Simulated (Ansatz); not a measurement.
# C2H4BN: the cost of one run

Computed with Ansatz 0.2.0, Gaussian basis. Level: the settings change from run to run.

1 further run of the same task is left out (it didn't finish).

## 1. The relaxed structure

The geometry comes from an earlier relaxation with PBE0-D4 in a triple-zeta def2 set; it is a stationary point, not always the lowest conformer.

8 atoms, charge 0, spin multiplicity 1.

Atoms are counted from 1 here; the program's logs count them from 0.

Bond lengths: N1–C2 1.173 Å, N1–H5 1.003 Å, C2–B3 1.501 Å, B3–C4 1.447 Å, B3–H6 1.195 Å, C4–H7 1.087 Å, C4–H8 1.087 Å. Angles: C2–N1–H5 143.7°, N1–C2–B3 176.0°, C2–B3–C4 112.4°, C2–B3–H6 117.8°, C4–B3–H6 129.7°, B3–C4–H7 122.8°, B3–C4–H8 123.5°, H7–C4–H8 113.6°.

## 2. r2SCAN/x2c-TZVPPall

Set apart from the defaults: multiplicity 3, D3(BJ) dispersion.

File in.yaml:

```yaml
crystal:
  periodic: [false, false, false]
  atoms:
    - {symbol: N, position_ang: [-1.021905, 1.748706, -0.545711]}
    - {symbol: C, position_ang: [-0.241113, 0.967144, -0.150701]}
    - {symbol: B, position_ang: [0.693741, -0.050216, 0.435280]}
    - {symbol: C, position_ang: [0.219367, -1.404973, 0.253611]}
    - {symbol: H, position_ang: [-1.311857, 2.263007, -1.356388]}
    - {symbol: H, position_ang: [1.699456, 0.345411, 0.946123]}
    - {symbol: H, position_ang: [0.776648, -2.274950, 0.591550]}
    - {symbol: H, position_ang: [-0.722238, -1.651328, -0.229563]}
basis:
  gaussian: {orbitals: x2c-TZVPPall}
magnetization: {spin_polarized: true, initial_magnetization: 2}
hamiltonian: {xc: {name: r2SCAN}, dispersion: d3bj}
output: {forces: true}
```

The run is started by

```
$ ansatz run in.yaml --threads 2 --pin off --events-out ev --progress --plain --max-ram 4352MiB
```

**Question.** How long does this run take on 2 threads of Arm Neoverse V1, shared host, and how much memory does it need?

About 7.5 s, with a peak of 0.37 GiB.
